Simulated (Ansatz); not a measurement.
**H6O2SiSn: one species, many methods**

How much do the methods differ for H6O2SiSn? The plan is to run it at one geometry with functionals of several rungs and with coupled cluster. The yardstick is the atomisation energy at the CCSD(T) limit.

Program: Ansatz 0.2.0, Gaussian basis. Level of theory: functionals in def2-TZVPP, the program's frozen cores in correlated methods. These are calculated values, not measurements.

The runs, in order: LDA (SPW92), PBE-D4, revPBE-D4, BLYP-D4, r2SCAN-D4, B97M-V, PBE0-D4, B3LYP-D4, r2SCANh-D4, r2SCAN0-D4, HSE06-D4, BHLYP-D4, CAM-B3LYP-D4, LC-ωPBE, ωB97X-V, ωB97M-V, B2PLYP, PBE-QIDH; CCSD(T)/def2-SVP; CCSD(T)/def2-TZVPP; MP2/def2-QZVPP; extrapolation to the limit; RPA on PBE.

### 1 The geometry

The geometry comes from an earlier relaxation with PBE0-D4 in a triple-zeta def2 set; it is a stationary point, not always the lowest conformer. Sn takes the def2 core potential; no spin-orbit term is included.

10 atoms, charge 0, spin multiplicity 1.

Atoms are counted from 1 here; the program's logs count them from 0.

Bond lengths: O1–Si2 1.654 Å, O1–H5 0.958 Å, Si2–Sn3 2.583 Å, Si2–H6 1.492 Å, Si2–H7 1.482 Å, Sn3–O4 1.978 Å, Sn3–H8 1.706 Å, Sn3–H9 1.719 Å, O4–H10 0.960 Å. Angles: Si2–O1–H5 117.8°, O1–Si2–Sn3 111.1°, O1–Si2–H6 111.5°, O1–Si2–H7 105.6°, Sn3–Si2–H6 109.4°, Sn3–Si2–H7 109.9°, H6–Si2–H7 109.2°, Si2–Sn3–O4 108.8°, Si2–Sn3–H8 115.8°, Si2–Sn3–H9 112.4°, O4–Sn3–H8 102.3°, O4–Sn3–H9 107.0°, H8–Sn3–H9 109.7°, Sn3–O4–H10 112.8°.

### 2 LDA

This LDA is Slater exchange with PW92 correlation.

in.yaml

```yaml
crystal:
  periodic: [false, false, false]
  atoms:
    - {symbol: O, position_ang: [-1.930806, 1.076168, 0.180390]}
    - {symbol: Si, position_ang: [-0.301912, 1.286845, 0.372969]}
    - {symbol: Sn, position_ang: [0.964917, -0.946751, 0.091797]}
    - {symbol: O, position_ang: [0.769342, -1.558656, -1.779320]}
    - {symbol: H, position_ang: [-2.395708, 0.561128, 0.841104]}
    - {symbol: H, position_ang: [0.018476, 1.874684, 1.706186]}
    - {symbol: H, position_ang: [0.105417, 2.236411, -0.689715]}
    - {symbol: H, position_ang: [2.658947, -0.867105, 0.272522]}
    - {symbol: H, position_ang: [0.332662, -2.190891, 1.095974]}
    - {symbol: H, position_ang: [-0.138235, -1.522933, -2.089008]}
basis:
  gaussian: {orbitals: def2-TZVPP}
hamiltonian: {xc: lda}
output: {orbitals: {seedname: orbitals}}
```

The runs that follow: PBE-D4 (GGA); revPBE-D4 (GGA); BLYP-D4 (GGA); r2SCAN-D4 (meta-GGA); B97M-V (meta-GGA); PBE0-D4 (hybrid); B3LYP-D4 (hybrid); r2SCANh-D4 (hybrid); r2SCAN0-D4 (hybrid); HSE06-D4 (hybrid); BHLYP-D4 (hybrid); CAM-B3LYP-D4 (range-separated); LC-ωPBE (range-separated); ωB97X-V (range-separated); ωB97M-V (range-separated); B2PLYP (double hybrid); PBE-QIDH (double hybrid); CCSD(T) in def2-SVP; CCSD(T) in def2-TZVPP; MP2 in def2-QZVPP; RPA on PBE orbitals.

Before running them: what should the planned runs give, taken together? Wanted: atomisation energy, CCSD(T)/CBS; farthest beyond LDA; mean size of error, GGA; mean size of error, meta-GGA; mean size of error, hybrid; mean size of error, range-separated; mean size of error, double hybrid; gap, smallest and largest; T1 diagnostic.

**Answer**, as computed:

| quantity | value |
| --- | --- |
| atomisation energy, CCSD(T)/CBS | 3101.8 kJ/mol |
| functionals within 31.0 kJ/mol (1.0 %) | B97M-V, CAM-B3LYP-D4, ωB97X-V |
| farthest beyond LDA | BHLYP-D4 (-145.6 kJ/mol) |
| mean size of error, GGA | 66.6 kJ/mol |
| mean size of error, meta-GGA | 26.1 kJ/mol |
| mean size of error, hybrid | 92.1 kJ/mol |
| mean size of error, range-separated | 37.5 kJ/mol |
| mean size of error, double hybrid | 92.0 kJ/mol |
| gap, smallest and largest | 4.32 eV (LDA (SPW92)), 11.06 eV (LC-ωPBE) |
| T1 diagnostic | 0.0136 |
| triples share of the correlation energy | 3.2 % |

What this shows: LDA overbinds by 404.2 kJ/mol (13 %). PBE-D4 misses by -31.9 kJ/mol. Double hybrids carry the basis error of their MP2 part in triple zeta, and no dispersion term here, so their miss is partly the set-up's. By mean error the best rung here is meta-GGA (26.1 kJ/mol) and the worst beyond LDA is hybrid (92.1 kJ/mol). The gap between the best rungs is small, so their order is not settled. The mean of the hybrids holds BHLYP, with half exact exchange. The reference freezes the cores and leaves out spin-orbit coupling and excitations past (T), and its outer-core shells are covered unevenly, so misses under about 31.0 kJ/mol can't be ranked. All levels share the lack of spin-orbit coupling, which lowers the free heavy atoms and so the true binding. Hartree-Fock recovers 69 % of the binding; the rest is correlation. CCSD(T) in def2-SVP is off by -303.4 kJ/mol, worse than the median functional, from the basis alone. Orbital gaps span 4.3 to 11.1 eV; exact exchange widens them. Correlated methods include outer-core shells of Sn, which these sets cover unevenly.
